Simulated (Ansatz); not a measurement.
**AlGaHF (singlet): wave-function methods side by side, cc-pVTZ**

One table from this session's results is given with a row withheld; the runs are named, their logs left out.

Program: Ansatz 0.2.0, Gaussian basis. Level of theory: cc-pVTZ, core rule «outside noble gas», up to 20 orbitals frozen. These are calculated values, not measurements.

To be run: UHF; CCSD(T) on RHF; CCSD(T) on UHF; BCCD(T) on RHF; CCSDT(Q) on RHF.

### The geometry

The geometry is a PBE0/def2-TZVP stationary point (not a proven minimum). No spin-orbit coupling is included. The filled d shell of Ga may be among the frozen orbitals whatever the setting's name suggests.

4 atoms, charge 0, spin multiplicity 1.

Atoms are counted from 1 here; the program's logs count them from 0.

Bond lengths: F1–Al2 1.661 Å, Al2–Ga3 2.657 Å, Al2–H4 1.951 Å, Ga3–H4 1.849 Å. Angles: F1–Al2–Ga3 150.2°, F1–Al2–H4 106.1°, Ga3–Al2–H4 44.1°, Al2–Ga3–H4 47.2°, Al2–H4–Ga3 88.7°.

The first run:

Contents of in.yaml:

```yaml
crystal:
  periodic: [false, false, false]
  atoms:
    - {symbol: F, position_ang: [0.000000, 0.278033, 2.873384]}
    - {symbol: Al, position_ang: [0.000000, -0.336799, 1.330867]}
    - {symbol: Ga, position_ang: [0.000000, 0.037169, -1.299911]}
    - {symbol: H, position_ang: [0.000000, 1.204076, 0.134100]}
basis:
  gaussian: {orbitals: cc-pVTZ}
magnetization: {spin_polarized: true, initial_magnetization: 0}
hamiltonian: {xc: hf}
output: {orbitals: {seedname: orbitals}}
```

Launch:

```
$ ansatz run in.yaml --threads 1 --pin off --events-out ev --progress --plain --max-ram 3968MiB --backend cpu
```

Among the steps run: UHF; CCSD(T) on RHF; CCSD(T) on UHF; BCCD(T) on RHF; CCSDT(Q) on RHF.

One table of the session follows, with a row left open; its other results are not shown here.

| method | from RCCSDT(Q) (meV) |
| --- | --- |
| RHF | +11538.8 |
| UHF | +11534.2 |
| RMP2 | +1057.2 |
| RCCSD | +423.9 |
| RCCSD(T) | ? |
| BCCD(T) | +41.7 |
| RCCSDT | +19.6 |
| RCCSDT(Q) | 0 |

Q: Estimate the row for RCCSD(T) from the others.

As computed: from RCCSDT(Q) (meV): +46.5. In the column «from RCCSDT(Q) (meV)» it lies between BCCD(T) (+41.7) and RCCSD (+423.9).

Not comparable, so not listed: CCSD(T) on UHF (they don't share determinant, frozen orbitals or solution with the rows shown, or repeat one).

Limits of these values: Warnings: restricted reference is unstable; spin contamination.
